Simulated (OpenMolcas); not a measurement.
# V³⁺ in MgO: CASSCF and CASPT2 levels and susceptibility

Aim: the ligand-field states of V³⁺ in this surrounding, its lowest levels with spin-orbit coupling and its magnetic susceptibility.

The numbers are computed with OpenMolcas 26.06 (state-averaged CASSCF and CASPT2, spin-orbit coupling by RASSI with atomic mean-field integrals), except any that are marked as measured or tabulated.

## Step 1: Starting point

```
Species                           : V³⁺ (vanadium, Z = 23, 20 electrons)
Basis                             : ANO-RCC-VTZP [6s5p3d2f1g], 167 functions with the ligands
Scalar Hamiltonian                : DKH2, point nucleus
Inactive shells                   : 1s 2s 2p 3s 3p of the metal, and all ligand shells
Active space                      : 2 electrons in 5 orbitals (3d)
Some configurations of this space : 3d²
Orbitals                          : optimised for each spin and parity, averaged over all roots
```

Outer shells as boxes (Hund's rule):

3d2
```
3d [↑ ][↑ ][  ][  ][  ]
```

V³⁺ is taken with its 6 nearest oxide ions at 2.05 Å, on the cation site of MgO (a = 4.2112 Å). The rest of the host is ab initio model potentials to 7.6 Å, with orthogonalisation functions on the cations behind the ligands, and point charges beyond; the distance is set by hand, nothing relaxes, and no local charge compensation is placed. Ligand basis ANO-RCC-VDZP.

```xyz
19

V     0.0000    0.0000    0.0000
O     2.0500    0.0000    0.0000
O     0.0000    2.0500    0.0000
O    -2.0500    0.0000    0.0000
O     0.0000   -2.0500    0.0000
O     0.0000    0.0000    2.0500
O     0.0000    0.0000   -2.0500
Mg    0.0000    2.1056   -2.1056
Mg    0.0000   -2.1056    2.1056
Mg    0.0000    2.1056    2.1056
Mg    0.0000   -2.1056   -2.1056
Mg    2.1056   -2.1056    0.0000
Mg   -2.1056    2.1056    0.0000
Mg    2.1056    0.0000   -2.1056
Mg   -2.1056    0.0000    2.1056
Mg    2.1056    0.0000    2.1056
Mg   -2.1056    0.0000   -2.1056
Mg    2.1056    2.1056    0.0000
Mg   -2.1056   -2.1056    0.0000
```

The work runs as a chain of OpenMolcas steps in one folder; each step below is one input file. Labels, J, g values, rates, χT and fits are worked out afterwards by a script from the matrices that RASSI stores.

## Step 2: Basis and integrals

The input, a.inp:

```
&GATEWAY
Basis set
V.ANO-RCC-VTZP.
V1 0.0 0.0 0.0 Angstrom
End of basis
Basis set
O.ANO-RCC-VDZP.
L1 2.050000 0.000000 0.000000 Angstrom
L2 0.000000 2.050000 0.000000 Angstrom
L3 0.000000 0.000000 2.050000 Angstrom
End of basis
Basis set
Mg.EMB-AIMP.Pascual.10s4p.1s1p.ECP.MgO.
PseudoCharge
* 3 symmetry-unique lattice sites within 7.6 angstrom
End of basis
Basis set
Mg.EMB-AIMP.Pascual.0s.0s.ECP.MgO.
PseudoCharge
* 40 symmetry-unique lattice sites within 7.6 angstrom
End of basis
Basis set
O.EMB-AIMP.Pascual.0s.0s.ECP.MgO.
PseudoCharge
* 55 symmetry-unique lattice sites within 7.6 angstrom
End of basis
Symmetry
XYZ
AngMom=0.0 0.0 0.0
AMFI
RICD
XField
997 Angstrom 0
* Evjen-weighted lattice charges
&SEWARD
```

Run with:

```bash
$ OMP_NUM_THREADS=1 MOLCAS_MEM=2457 MOLCAS_PROJECT=a pymolcas a.inp > a.log
```

## Step 3: CASSCF: triplets, 10 roots

The input, a.inp:

```
&RASSCF
FileOrb=start.orb
Symmetry=1
Spin=3
nActEl=2 0 0
Inactive=18 21
Ras2=5 0
CIRoot=10 10 1
SDav=10
CIMx=300
Iter=150 100
PrWF=0.3
OrbListing=Nothing
MaxOrb=0
LevShft=1.0
>>> COPY $Project.JobIph JOB001
```

start.orb holds start orbitals that the driver prepared beforehand, or those of the step before.

## Step 4: CASSCF: singlets, 15 roots

The input, a.inp:

```
&RASSCF
FileOrb=start.orb
Symmetry=1
Spin=1
nActEl=2 0 0
Inactive=18 21
Ras2=5 0
CIRoot=15 15 1
SDav=15
CIMx=300
Iter=150 100
PrWF=0.3
OrbListing=Nothing
MaxOrb=0
LevShft=1.0
>>> COPY $Project.JobIph JOB002
```

## Step 5: RASSI: spin-orbit coupling between the states

The input, a.inp:

```
&RASSI
NrOfJobIphs=2 10 15
1 2 3 4 5 6 7 8 9 10
1 2 3 4 5 6 7 8 9 10 11 12 13 14 15
IphNames
JOB001
JOB002
EJob
SpinOrbit
DIPRint=1.0
SOCoupling=1000.0
Subsets=2
Property=9
'ANGMOM' 1 'ANGMOM' 2 'ANGMOM' 3 'MLTPL  1' 1 'MLTPL  1' 2 'MLTPL  1' 3
'AMFI' 1 'AMFI' 2 'AMFI' 3
SOProperty=3
'ANGMOM' 1 'ANGMOM' 2 'ANGMOM' 3
```

## Step 6: CASPT2: IPEA 0.25, imaginary shift 0.1 (closed shells correlated: 3s 3p of the metal, with ligand shells; the Frozen line counts the rest)

The input, a.inp:

```
>>> COPY JOB001 $Project.JobIph
&CASPT2
Multistate=10 1 2 3 4 5 6 7 8 9 10
NoMult
Frozen=5 6
IPEA=0.25
Imaginary=0.1
MaxIter=60
WThr=0.0 0.3 0.05
PrWF=0.5
NoMix
>>> COPY JOB002 $Project.JobIph
&CASPT2
Multistate=15 1 2 3 4 5 6 7 8 9 10 11 12 13 14 15
NoMult
Frozen=5 6
IPEA=0.25
Imaginary=0.1
MaxIter=60
WThr=0.0 0.3 0.05
PrWF=0.5
NoMix
```

## Step 7: CASPT2: IPEA 0.25, sigma2 regulariser 0.3 (closed shells correlated: 3s 3p of the metal, with ligand shells; the Frozen line counts the rest)

a.inp, as its differences from that of step 6:

```diff
@@ -6,3 +6,3 @@
 IPEA=0.25
-Imaginary=0.1
+Sig2=0.3
 MaxIter=60
@@ -17,3 +17,3 @@
 IPEA=0.25
-Imaginary=0.1
+Sig2=0.3
 MaxIter=60
```

(Steps that only read results are left out.)

Before running it: what results should come out? Wanted: spin-free ground state; first state of the same spin within the active space; lowest level; next level.

**Answer**, as computed:

```
                                            quantity                                                                                                                                          value
                                              method  SS-CASPT2, IPEA 0.25, imaginary shift 0.1 (closed shells correlated: 3s 3p of the metal, with ligand shells; the Frozen line counts the rest)
                              spin-free ground state                                                                                                                3T1, 3-fold in its orbital part
first state of the same spin within the active space                                                                                                                              3T2 at 17700 cm⁻¹
                                        lowest level                                                                                                                 2-fold E, g = 0.00, 0.00, 0.00
                                          next level                                                                                                                                       3.9 cm⁻¹
                                         χT at 300 K                                                                                                                                 0.90 cm³ K/mol
                           effective moment at 300 K                                                                                                                                        2.69 μB
```

Cost by method:

```
                                                 method  time of its own steps  time with the reference
                                              A. CASSCF                   28 s                     28 s
   B. SS-CASPT2, IPEA 0.25, imaginary shift 0.1, +3s 3p                2.4 min                  2.8 min
C. SS-CASPT2, IPEA 0.25, sigma2 regulariser 0.3, +3s 3p                2.6 min                  3.1 min
```

Times are of one thread on a shared host.

In words: The spin-free ground state (3T1) is 3-fold and keeps the highest spin of the shell. χT at 300 K is 0.90, against 1.00 cm³ K/mol for the spin alone, so spin-orbit coupling lowers it. A ligand-field fit to the states below 45000 cm-1 gives 10Dq = 19361 cm-1, B = 721 cm-1 and C = 2308 cm-1 (C/B = 3.20), with a deviation of 228 cm-1. CASPT2 does not keep the components of a term degenerate, and the means are used.
